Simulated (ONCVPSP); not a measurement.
# An ONCV potential for silicon, from input to tests

Aim: build the potential from the settings below, then test how well it stands in for the atom: other configurations, scattering, ghost states and the plane-wave cutoff that it needs.

The numbers are computed with ONCVPSP 4.0.1 (PBE, scalar-relativistic, spin-unpolarised reference atom).

## (1) Settings

Typed settings, in words:

```
element                 : silicon (Si, Z = 14)
type                    : optimised norm-conserving Vanderbilt (ONCV)
frozen core             : [He]
valence charge          : 12
reference configuration : 2s2 2p6 3s2 (charge +2)
partial waves           : 2s+3s: rc 1.10 bohr, ncon 4, nbas 7, qcut 9.3 1/bohr, 2 projectors; 2p: rc 0.65 bohr, ncon 4, nbas 9, qcut 17 1/bohr, 3 projectors, debl 0.5 Ha
local potential         : polynomial inside 0.50 bohr (lpopt 5, dvloc0 0 Ha)
core correction         : polynomial model core, fcfact 0.4
```

The outer shells as boxes (Hund's rule for the drawing; the calculation is spin-unpolarised):

```
[He] core
2s [↑↓]
2p [↑↓][↑↓][↑↓]
3s [↑↓]
```

## (2) Generation

Si.dat reads:

```
# ATOM AND REFERENCE CONFIGURATION
# atsym  z   nc   nv     iexc    psfile
  Si 14.00    1    3        4      upf
#
#   n    l    f
    1    0    2.00
    2    0    2.00
    2    1    6.00
    3    0    2.00
#
# PSEUDOPOTENTIAL AND OPTIMIZATION
# lmax
    1
#
#   l,   rc,      ep,       ncon, nbas, qcut
    0    1.10    0.00    4    7    9.30
    1    0.65    0.00    4    9   17.00
#
# LOCAL POTENTIAL
# lloc, lpopt,  rc(5),   dvloc0
    4    5    0.50    0.00
#
# VANDERBILT-KLEINMAN-BYLANDER PROJECTORs
# l, nproj, debl
    0    2    3.80
    1    3    0.50
#
# MODEL CORE CHARGE
# icmod, fcfact, rcfact
    1    0.40    0.00
#
# LOG DERIVATIVE ANALYSIS
# epsh1, epsh2, depsh
   -7.00    5.00    0.04
#
# OUTPUT GRID
# rlmax, drl
    6.00    0.01
#
# TEST CONFIGURATIONS
# ncnf
    4
# nvcnf
#   n    l    f
    4
    2    0    2.00
    2    1    6.00
    3    0    2.00
    3    1    2.00
#
    4
    2    0    2.00
    2    1    6.00
    3    0    2.00
    3    1    1.00
#
    3
    2    0    2.00
    2    1    6.00
    3    0    1.00
#
    4
    2    0    1.00
    2    1    6.00
    3    0    2.00
    3    1    2.00
#
```

The run is started by

```sh
$ oncvpsp.x < Si.dat > Si.out
```

**Question.** What will these runs give? Wanted: cutoffs for 1 and 0.1 mHa per electron, occupied waves; bound ghosts; GHOST(+) flags; largest test error; largest phase difference near zero energy, channels read; rms error of d²Exc/dn², without and with the model core; projector energies reset by the program.

**Answer**, as computed:

| quantity | value |
| --- | --- |
| cutoffs for 1 and 0.1 mHa per electron, occupied waves | 137 Ha and 434 Ha |
| bound ghosts | none found |
| GHOST(+) flags | p at 654 eV, p at 6420 eV, p at 10955 eV, p at 16786 eV |
| largest test error (AE − PS) | -340 meV, for 2s1 2p6 3s2 3p2 |
| largest phase difference near zero energy, channels read | 0.000 rad |
| rms error of d²Exc/dn², without and with the model core | 2.45 and 2.79 mHa |
| projector energies reset by the program | p: -4.296, 0.250, 0.750 Ha |

In words: The worst unpolarised test, 2s1 2p6 3s2 3p2, is off by 340 meV on 129.3 eV; by total energies transferability rates as fair for so large an energy. That test lies far up in energy; among those under 40 eV, nearer to bonding, the largest error is 2.5 meV. It counts as very hard, with 137 Ha needed at the looser tolerance. The tighter tolerance needs 434 Ha, and converged work needs a cutoff nearer that. At the looser tolerance the 2p wave is the slowest; 2s needs 32 Ha. The program's ghost test flags no bound state. Near zero energy the phases of the channels with partial waves agree within 0.001 rad. The program also flags highly localised states, GHOST(+) (p). All of this concerns the isolated atom, not yet a solid.
